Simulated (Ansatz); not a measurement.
# CH6BNOSi: up Jacob's ladder to CCSD(T)

An exercise on one series of results from a longer session: the logs are not shown, and one member is left open.

Method: functionals in def2-TZVPP, the program's frozen cores in correlated methods; program: Ansatz 0.2.0, Gaussian basis.

Plan: LDA (SPW92), PBE-D4, revPBE-D4, BLYP-D4, r2SCAN-D4, B97M-V, PBE0-D4, B3LYP-D4, r2SCANh-D4, r2SCAN0-D4, HSE06-D4, BHLYP-D4, CAM-B3LYP-D4, LC-ωPBE, ωB97X-V, ωB97M-V, B2PLYP, PBE-QIDH; CCSD(T)/def2-SVP; CCSD(T)/def2-TZVPP; MP2/def2-QZVPP; extrapolation to the limit; RPA on PBE.

**Structure used throughout**

The geometry comes from an earlier relaxation with PBE0-D4 in a triple-zeta def2 set; it is a stationary point, not always the lowest conformer.

11 atoms, charge 0, spin multiplicity 1.

Atoms are counted from 1 here; the program's logs count them from 0.

Bond lengths: B1–Si2 1.979 Å, B1–H6 1.193 Å, B1–H7 1.194 Å, Si2–O3 1.645 Å, Si2–C4 1.852 Å, Si2–N5 1.715 Å, O3–H8 0.959 Å, C4–N5 1.490 Å, C4–H9 1.087 Å, C4–H10 1.092 Å, N5–H11 1.008 Å. Angles: Si2–B1–H6 119.2°, Si2–B1–H7 121.6°, H6–B1–H7 119.0°, B1–Si2–O3 112.1°, B1–Si2–C4 120.6°, B1–Si2–N5 120.1°, O3–Si2–C4 119.8°, O3–Si2–N5 121.5°, C4–Si2–N5 49.2°, Si2–O3–H8 118.1°, Si2–C4–N5 60.6°, Si2–C4–H9 126.1°, Si2–C4–H10 115.5°, N5–C4–H9 115.0°, N5–C4–H10 117.2°, H9–C4–H10 112.6°, Si2–N5–C4 70.2°, Si2–N5–H11 129.5° and more.

Geometry (Å):

```xyz
11
CH6BNOSi
B    -0.67808    1.70924    1.02285
Si    0.29609    0.30483    0.02565
O     1.57040    0.91445   -0.81801
C    -0.59284   -1.19144   -0.60614
N     0.28665   -1.31460    0.59027
H    -1.33200    1.40207    1.97266
H    -0.70826    2.84018    0.64159
H     2.05835    0.32086   -1.39129
H    -1.63860   -1.43554   -0.43486
H    -0.21575   -1.60009   -1.54640
H     1.01945   -2.00697    0.56428
```

The first run:

in.yaml

```yaml
crystal:
  periodic: [false, false, false]
  atoms:
    - {symbol: B, position_ang: [-0.678082, 1.709243, 1.022849]}
    - {symbol: Si, position_ang: [0.296093, 0.304829, 0.025654]}
    - {symbol: O, position_ang: [1.570396, 0.914451, -0.818014]}
    - {symbol: C, position_ang: [-0.592843, -1.191435, -0.606142]}
    - {symbol: N, position_ang: [0.286650, -1.314599, 0.590267]}
    - {symbol: H, position_ang: [-1.332004, 1.402066, 1.972665]}
    - {symbol: H, position_ang: [-0.708258, 2.840184, 0.641589]}
    - {symbol: H, position_ang: [2.058353, 0.320860, -1.391289]}
    - {symbol: H, position_ang: [-1.638602, -1.435538, -0.434860]}
    - {symbol: H, position_ang: [-0.215754, -1.600093, -1.546400]}
    - {symbol: H, position_ang: [1.019450, -2.006970, 0.564280]}
basis:
  gaussian: {orbitals: def2-TZVPP}
hamiltonian: {xc: lda}
output: {orbitals: {seedname: orbitals}}
```

The run is started by

```bash
$ ansatz run in.yaml --threads 4 --pin off --events-out ev --progress --plain --max-ram 10444MiB
```

Steps of the session up to this table: LDA; PBE-D4 (GGA); revPBE-D4 (GGA); BLYP-D4 (GGA); r2SCAN-D4 (meta-GGA); B97M-V (meta-GGA); PBE0-D4 (hybrid); B3LYP-D4 (hybrid); r2SCANh-D4 (hybrid); r2SCAN0-D4 (hybrid); HSE06-D4 (hybrid); BHLYP-D4 (hybrid); CAM-B3LYP-D4 (range-separated); LC-ωPBE (range-separated); ωB97X-V (range-separated); ωB97M-V (range-separated); B2PLYP (double hybrid); PBE-QIDH (double hybrid).

One table of the session follows, with a row left open; its other results are not shown here.

It belongs to the step «Frontier levels by functional». 

| functional | HOMO (eV) | LUMO (eV) | gap (eV) |
| --- | --- | --- | --- |
| LDA (SPW92) | -5.52 | -3.69 | 1.83 |
| PBE-D4 | -5.36 | -3.43 | 1.93 |
| revPBE-D4 | -5.29 | -3.32 | 1.97 |
| BLYP-D4 | -5.21 | -3.26 | 1.95 |
| r2SCAN-D4 | -5.53 | -3.15 | 2.37 |
| B97M-V | -5.59 | -3.26 | 2.33 |
| PBE0-D4 | -6.52 | -2.53 | 3.99 |
| B3LYP-D4 | -6.30 | -2.73 | 3.58 |
| r2SCANh-D4 | ? | ? | ? |
| r2SCAN0-D4 | -6.66 | -2.36 | 4.29 |
| HSE06-D4 | -6.12 | -2.91 | 3.21 |
| BHLYP-D4 | -7.62 | -1.52 | 6.10 |
| CAM-B3LYP-D4 | -7.83 | -1.45 | 6.38 |
| LC-ωPBE | -9.15 | -0.27 | 8.88 |
| ωB97X-V | -8.80 | -0.37 | 8.43 |
| ωB97M-V | -8.71 | -0.62 | 8.09 |

Q: Estimate the row for r2SCANh-D4 from the others.

Worked estimate for «HOMO (eV)». Against the share of exact exchange, r2SCAN-D4 (0, -5.53), r2SCAN0-D4 (0.25, -6.66) give a slope of -4.52 per unit share; at 0.1 the line stands at -5.98.

The run gave: HOMO (eV): -5.97; LUMO (eV): -2.84; gap (eV): 3.13. In «HOMO (eV)» the line misses by -0.01.
